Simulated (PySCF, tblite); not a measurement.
# C4H7FO2S− (doublet): geometry, infrared bands and EPR parameters

Aim: predict the infrared bands and EPR parameters of C4H7FO2S− (doublet) (`COC[C]([S-])OCF`).

The runs use tblite 0.8.0 and PySCF 2.14.0, with density-fitted response routines of our own; the level of theory stands in each step. All values are computed, except where a source is named. Atoms are numbered from 0 throughout.

## (1) Starting geometry

15 atoms, charge -1, multiplicity 2; geometry from: force field or distance geometry start.

Bonds of the start (Å): C0–O1 1.42, O1–C2 1.43, C2–C3 1.50, C3–S4 1.70, C3–O5 1.38, O5–C6 1.42, C6–F7 1.38, C0–H8 1.10, C0–H9 1.08, C0–H10 1.10, C2–H11 1.09, C2–H12 1.11, C6–H13 1.10, C6–H14 1.09.

## (2) Relaxing the molecule with GFN2-xTB

What the job is given:

```
{"job": {"kind": "relax", "xc": "GFN2-xTB", "basis": "xTB"}, "charge": -1, "multiplicity": 2}
C     -1.954300    -0.715800     0.700400
O     -1.238000     0.371400     1.259800
C     -0.729600     1.262100     0.265300
C      0.379100     0.658300    -0.550500
S      0.224400     0.381200    -2.224500
O      1.605000     0.614500     0.086000
C      2.320400    -0.587600    -0.158400
F      3.304100    -0.668400     0.803200
H     -2.422600    -1.275300     1.519600
H     -1.304300    -1.397700     0.168200
H     -2.759300    -0.350100     0.039900
H     -0.355800     2.141700     0.792100
H     -1.580200     1.618800    -0.344600
H      1.689700    -1.477600    -0.044500
H      2.817000    -0.567700    -1.125200
```

Launch:

```sh
> OMP_NUM_THREADS=1 python probes_run.py task.json out
```

One launch serves the whole session: the jobs run in the order shown.

**Question.** This job is followed by: GFN2-xTB harmonic vibrations, gas phase; UKS B3LYP, pcH-1 on C F H O S, non-relativistic, mean-field spin-orbit, GIAO. Predict these results of the whole session: strongest single infrared mode (GFN2-xTB); zero-point energy (GFN2-xTB); g(iso) (B3LYP); ⟨S²⟩; largest a(iso) (averaged by class).

**Answer**, as computed:

| quantity | value |
| --- | --- |
| strongest single infrared mode (GFN2-xTB) | 811 cm⁻¹, 148 km/mol |
| zero-point energy (GFN2-xTB) | 66.6 kcal/mol |
| g(iso) (B3LYP) | 2.00679 |
| ⟨S²⟩ | 0.754 (exact 0.75) |
| largest a(iso) (averaged by class) | 13C on C3, 119.3 MHz |

**Reading.** Over 106 steps the energy fell by 0.213 eV; of the close pairs, O5–C6 changed most, 1.420 to 1.360 Å. No mode is imaginary among the 39: a minimum at this level. The strongest single mode, at 811 cm⁻¹, moves mainly C2. GFN2-xTB is a fitted tight-binding method: band positions and strengths are rough. Its intensities can rank the bands wrongly. C3 carries the largest spin population, 0.61 e. The isotropic g lies 4.5 ppt above the free-electron value.
